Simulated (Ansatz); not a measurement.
# B2Cl2F2H4N2: the cost of one run

Computed with Ansatz 0.2.0, Gaussian basis. Level: revPBE/def2-SVP with D3(BJ) dispersion.

### 1 Structure used throughout

The geometry comes from an earlier relaxation with PBE0-D4 in a triple-zeta def2 set; it is a stationary point, not always the lowest conformer.

SMILES `F[B@-]1(Cl)[NH2+][B@@-](F)(Cl)[NH2+]1`, 12 atoms, charge 0, spin multiplicity 1.

Atoms are counted from 1 here; the program's logs count them from 0.

Bond lengths: F1–B2 1.359 Å, B2–Cl3 1.820 Å, B2–N4 1.593 Å, B2–N8 1.593 Å, N4–B5 1.593 Å, N4–H9 1.015 Å, N4–H10 1.012 Å, B5–F6 1.359 Å, B5–Cl7 1.820 Å, B5–N8 1.593 Å, N8–H11 1.012 Å, N8–H12 1.015 Å. Angles: F1–B2–Cl3 115.5°, F1–B2–N4 111.3°, F1–B2–N8 111.3°, Cl3–B2–N4 112.2°, Cl3–B2–N8 112.2°, N4–B2–N8 91.9°, B2–N4–B5 88.0°, B2–N4–H9 113.6°, B2–N4–H10 115.4°, B5–N4–H9 113.6°, B5–N4–H10 115.4°, H9–N4–H10 109.6°, N4–B5–F6 111.3°, N4–B5–Cl7 112.2°, N4–B5–N8 91.9°, F6–B5–Cl7 115.5°, F6–B5–N8 111.3°, Cl7–B5–N8 112.2° and more.

### 2 The run

The input, in.yaml:

```yaml
crystal:
  periodic: [false, false, false]
  atoms:
    - {symbol: F, position_ang: [-0.154403, -1.681409, -1.382967]}
    - {symbol: B, position_ang: [-0.569106, -0.534302, -0.783064]}
    - {symbol: Cl, position_ang: [-2.172211, 0.113984, -1.352175]}
    - {symbol: N, position_ang: [0.572570, 0.576301, -0.807033]}
    - {symbol: B, position_ang: [0.668669, 0.433744, 0.776596]}
    - {symbol: F, position_ang: [1.857481, -0.108012, 1.152054]}
    - {symbol: Cl, position_ang: [0.199131, 1.968479, 1.635765]}
    - {symbol: N, position_ang: [-0.496155, -0.652480, 0.803805]}
    - {symbol: H, position_ang: [1.414066, 0.283243, -1.292924]}
    - {symbol: H, position_ang: [0.285192, 1.486579, -1.143986]}
    - {symbol: H, position_ang: [-1.335192, -0.376520, 1.298365]}
    - {symbol: H, position_ang: [-0.193143, -1.564706, 1.129562]}
basis:
  gaussian: {orbitals: def2-SVP}
magnetization: {spin_polarized: true, initial_magnetization: 0}
hamiltonian: {xc: {name: revPBE}, dispersion: d3bj}
md: {timestep: 0.5 fs, n_steps: 50, ensemble: nvt_nose_hoover, temperature: 500, initial_velocities: maxwell_boltzmann, seed: 593}
```

Started as:

```bash
> ansatz run in.yaml --threads 4 --pin off --events-out ev --progress --plain --max-ram 11315MiB
```

**Question.** How long does this run take on 4 threads of Arm Neoverse V1, shared host, and how much memory does it need?

About 3.2 min, with a peak of 0.6 GiB.
